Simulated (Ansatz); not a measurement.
# YSi2Os2: the cost of one run

Program: Ansatz 0.2.0. Level of theory: DFT LDA, scalar-relativistic, plane waves, PAW. These are calculated values, not measurements.

The COD entry's cell or inner coordinates are ideal or old and differ from later refinements, so a difference from it is no clean test against experiment.

1 further run of the same task is left out (set aside as unsound or not needed).

## 1. The system as given

It takes space group I4/mmm (No. 139, tetragonal). Conventional cell: a = 4.171 Å, b = 4.171 Å, c = 9.701 Å, α = 90.00°, β = 90.00°, γ = 90.00°. Y (site symmetry 4/mmm) is surrounded by 8 Os at 3.20 Å and 10 Si at 3.20 to 3.61 Å. Around Si (site symmetry 4mm) lie 4 Os at 2.40 Å and 1 Si at 2.48 Å and 4 Y at 3.20 Å. Around Os (site symmetry -4m2) lie 4 Si at 2.40 Å.

Coordinates:

```xyz
5
Lattice="-2.0853 2.0853 4.8504 2.0853 -2.0853 4.8504 2.0853 2.0853 -4.8504" Properties=species:S:1:pos:R:3 pbc="T T T"
Y     0.0000    0.0000    0.0000
Si    0.0000    0.0000    3.6085
Si    0.0000    0.0000    6.0923
Os    0.0000    2.0853    2.4252
Os    2.0853    0.0000    2.4252
```

This cell was relaxed beforehand with the same method: volume 16.87 Å³/atom, gap on the mesh none (metal).

## 2. Relaxing with LDA

The input, input.yaml:

```yaml
crystal:
  lattice:
    - [-2.0853239247, 2.0853239247, 4.8503951867]
    - [2.0853239247, -2.0853239247, 4.8503951867]
    - [2.0853239247, 2.0853239247, -4.8503951867]
  atoms:
    - { symbol: "Y", position: [0.0, 0.0, 0.0] }
    - { symbol: Si, position: [0.3719834877, 0.3719834877, 0.0] }
    - { symbol: Si, position: [0.6280165123, 0.6280165123, 0.0] }
    - { symbol: Os, position: [0.75, 0.25, 0.5] }
    - { symbol: Os, position: [0.25, 0.75, 0.5] }
basis:
  ecutwfc: 420
kpoints:
  mp_grid: { grid: [12, 12, 12] }
hamiltonian:
  xc: lda
scf:
  occupations: { method: gaussian, width: 0.1 }
output:
  forces: true
  stress: true
  eigenvalues: true
relax:
  adjacent_minimum: "off"
  f_tol: 0.005
  max_steps: 50
  cell: { stress_tol: 0.05 }
```

Started as:

```sh
> ansatz run input.yaml --threads 1 --pin off --max-ram 2560MiB --backend cpu --events-out ev --progress --plain --runs-dir out
```

Q: Estimate wall time and peak memory on 1 thread of Arm Neoverse V1, shared host.

About 2 min, with a peak of 0.59 GiB.
